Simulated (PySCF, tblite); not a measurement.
# C₅H₇N₂O₂ radical: geometry, infrared bands and EPR parameters

What infrared bands and EPR parameters should C₅H₇N₂O₂ radical (`COc1ncoc1[CH]N`) show?

Computed with tblite 0.8.0 and PySCF 2.14.0, with density-fitted response routines of our own, on a single molecule in the gas phase. Atoms are numbered from 0 throughout.

### 1 The molecule as given

16 atoms, charge 0, multiplicity 2; geometry from: force field or distance geometry start.

Bonds of the start (Å): C0–O1 1.39, O1–C2 1.37, C2–N3 1.37, N3–C4 1.36, C4–O5 1.33, O5–C6 1.30, C6–C7 1.48, C7–N8 1.45, C6–C2 1.39, C0–H9 1.13, C0–H10 1.11, C0–H11 1.12, C4–H12 1.10, C7–H13 1.10, N8–H14 1.05, N8–H15 1.05.

### 2 Relaxing the molecule with GFN2-xTB

What the job is given:

```
{"job": {"kind": "relax", "xc": "GFN2-xTB", "basis": "xTB"}, "charge": 0, "multiplicity": 2}
C     -2.590500    -0.983300    -0.180400
O     -1.217000    -0.802200    -0.314800
C     -0.504200     0.354800    -0.109900
N     -0.988700     1.587300     0.224300
C      0.069100     2.437200     0.316500
O      1.164500     1.751000     0.011700
C      0.872000     0.511300    -0.247900
C      1.749800    -0.628800    -0.614900
N      2.835300    -0.663700     0.339700
H     -3.059400    -0.100100     0.339500
H     -2.780700    -1.893100     0.424300
H     -3.103600    -1.190600    -1.155200
H      0.017700     3.506000     0.577100
H      1.223600    -1.587600    -0.721800
H      2.589600    -1.237300     1.182600
H      3.715100    -1.051800    -0.082300
```

Run with:

```sh
$ OMP_NUM_THREADS=1 python probes_run.py task.json out
```

This one command runs all jobs of the session in turn.

**Question.** This job is followed by: GFN2-xTB harmonic vibrations, gas phase; UKS B3LYP, pcH-1 on C H N O, non-relativistic, mean-field spin-orbit, GIAO. Predict these results of the whole session: strongest single infrared mode (GFN2-xTB); zero-point energy (GFN2-xTB); g(iso) (B3LYP); ⟨S²⟩; largest a(iso) (averaged by class); potential on the surface of density 0.002 e/bohr³, 1st and 99th percentile.

As calculated:

| quantity | value |
| --- | --- |
| strongest single infrared mode (GFN2-xTB) | 642 cm⁻¹, 304 km/mol |
| zero-point energy (GFN2-xTB) | 74.5 kcal/mol |
| g(iso) (B3LYP) | 2.00279 |
| ⟨S²⟩ | 0.773 (exact 0.75) |
| largest a(iso) (averaged by class) | 13C on C6, -41.1 MHz |
| potential on the surface of density 0.002 e/bohr³, 1st and 99th percentile | -1.49 V and 1.77 V |

What this shows: Over 151 steps the energy fell by 1.880 eV; of the close pairs, C6–C7 changed most, 1.485 to 1.373 Å. All 42 modes are real, so the xTB geometry is a minimum. The strongest single mode, at 642 cm⁻¹, is carried by H15, H14, N8, C7. Unscaled tight-binding wavenumbers are off by several per cent, some by more. Its intensities can rank the bands wrongly. The largest share of the spin, 0.50 e, sits on C7. The isotropic g lies 0.5 ppt above the free-electron value. The conformer search found further structures of the same energy, which may be mirror or relabelled copies of this one.
